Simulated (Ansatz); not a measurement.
**CH3FGaO radical: one species, many methods**

One table from this session's results is given with a row withheld; the runs are named, their logs left out.

Method: functionals in def2-TZVPP, the program's frozen cores in correlated methods; program: Ansatz 0.2.0, Gaussian basis.

Plan: LDA (SPW92), PBE-D4, revPBE-D4, BLYP-D4, r2SCAN-D4, B97M-V, PBE0-D4, B3LYP-D4, r2SCANh-D4, r2SCAN0-D4, HSE06-D4, BHLYP-D4, CAM-B3LYP-D4, LC-ωPBE, ωB97X-V, ωB97M-V, B2PLYP, PBE-QIDH; CCSD(T)/def2-SVP; CCSD(T)/def2-TZVPP; MP2/def2-QZVPP; extrapolation to the limit; RPA on PBE.

## Structure used throughout

The geometry comes from an earlier relaxation with PBE0-D4 in a triple-zeta def2 set; it is a stationary point, not always the lowest conformer.

SMILES `C[O][Ga][F]`, 7 atoms, charge 0, spin multiplicity 2.

Atoms are counted from 1 here; the program's logs count them from 0.

Bond lengths: C1–O2 1.416 Å, C1–H5 1.095 Å, C1–H6 1.095 Å, C1–H7 1.094 Å, O2–Ga3 1.790 Å, Ga3–F4 1.770 Å. Angles: O2–C1–H5 109.2°, O2–C1–H6 113.3°, O2–C1–H7 109.2°, H5–C1–H6 108.2°, H5–C1–H7 108.5°, H6–C1–H7 108.2°, C1–O2–Ga3 120.8°, O2–Ga3–F4 116.1°.

Coordinates:

```xyz
7
charge 0, multiplicity 2
C     0.6491   -0.1448   -0.5404
O     0.3133   -0.7441    0.6975
Ga   -1.1326   -0.2134    1.6090
F    -2.0913    1.0776    0.8683
H     0.6669   -0.9127   -1.3201
H    -0.0523    0.6387   -0.8471
H     1.6470    0.2988   -0.4673
```

Set-up of the first run:

File in.yaml:

```yaml
crystal:
  periodic: [false, false, false]
  atoms:
    - {symbol: C, position_ang: [0.649075, -0.144758, -0.540379]}
    - {symbol: O, position_ang: [0.313251, -0.744075, 0.697503]}
    - {symbol: Ga, position_ang: [-1.132634, -0.213443, 1.609040]}
    - {symbol: F, position_ang: [-2.091288, 1.077589, 0.868296]}
    - {symbol: H, position_ang: [0.666918, -0.912742, -1.320051]}
    - {symbol: H, position_ang: [-0.052314, 0.638650, -0.847054]}
    - {symbol: H, position_ang: [1.647002, 0.298780, -0.467346]}
basis:
  gaussian: {orbitals: def2-TZVPP}
magnetization: {spin_polarized: true, initial_magnetization: 1}
hamiltonian: {xc: lda}
output: {orbitals: {seedname: orbitals}}
```

Started as:

```sh
ansatz run in.yaml --threads 2 --pin off --events-out ev --progress --plain --max-ram 32768MiB --backend cpu
```

Among the steps run: LDA; PBE-D4 (GGA); revPBE-D4 (GGA); BLYP-D4 (GGA); r2SCAN-D4 (meta-GGA); B97M-V (meta-GGA); PBE0-D4 (hybrid); B3LYP-D4 (hybrid); r2SCANh-D4 (hybrid); r2SCAN0-D4 (hybrid); HSE06-D4 (hybrid); BHLYP-D4 (hybrid); CAM-B3LYP-D4 (range-separated); LC-ωPBE (range-separated); ωB97X-V (range-separated); ωB97M-V (range-separated); B2PLYP (double hybrid); PBE-QIDH (double hybrid).

One table of the session follows, with a row left open; its other results are not shown here.

It belongs to the step «Orbital energies across the functionals». 

| functional | HOMO (eV) | LUMO (eV) | gap (eV) |
| --- | --- | --- | --- |
| LDA (SPW92) | -6.07 | -5.11 | 0.96 |
| PBE-D4 | -5.94 | -4.72 | 1.22 |
| revPBE-D4 | -5.89 | -4.56 | 1.34 |
| BLYP-D4 | -5.79 | -4.82 | 0.97 |
| r2SCAN-D4 | -6.36 | -4.34 | 2.02 |
| B97M-V | -6.10 | -4.97 | 1.13 |
| PBE0-D4 | -7.16 | -3.75 | 3.40 |
| B3LYP-D4 | -6.92 | -4.25 | 2.66 |
| r2SCANh-D4 | ? | ? | ? |
| r2SCAN0-D4 | -7.46 | -3.55 | 3.92 |
| HSE06-D4 | -6.75 | -4.13 | 2.62 |
| BHLYP-D4 | -8.19 | -3.04 | 5.15 |
| CAM-B3LYP-D4 | -8.46 | -2.97 | 5.50 |
| LC-ωPBE | -9.82 | -1.34 | 8.48 |
| ωB97X-V | -9.33 | -1.76 | 7.57 |
| ωB97M-V | -9.28 | -2.01 | 7.28 |

**Question.** Estimate the row for r2SCANh-D4.

Worked estimate for «HOMO (eV)». Against the share of exact exchange, r2SCAN-D4 (0, -6.36), r2SCAN0-D4 (0.25, -7.46) give a slope of -4.40 per unit share; at 0.1 the line stands at -6.80.

As computed: HOMO (eV): -6.81; LUMO (eV): -4.02; gap (eV): 2.79. In «HOMO (eV)» the line misses by +0.01.
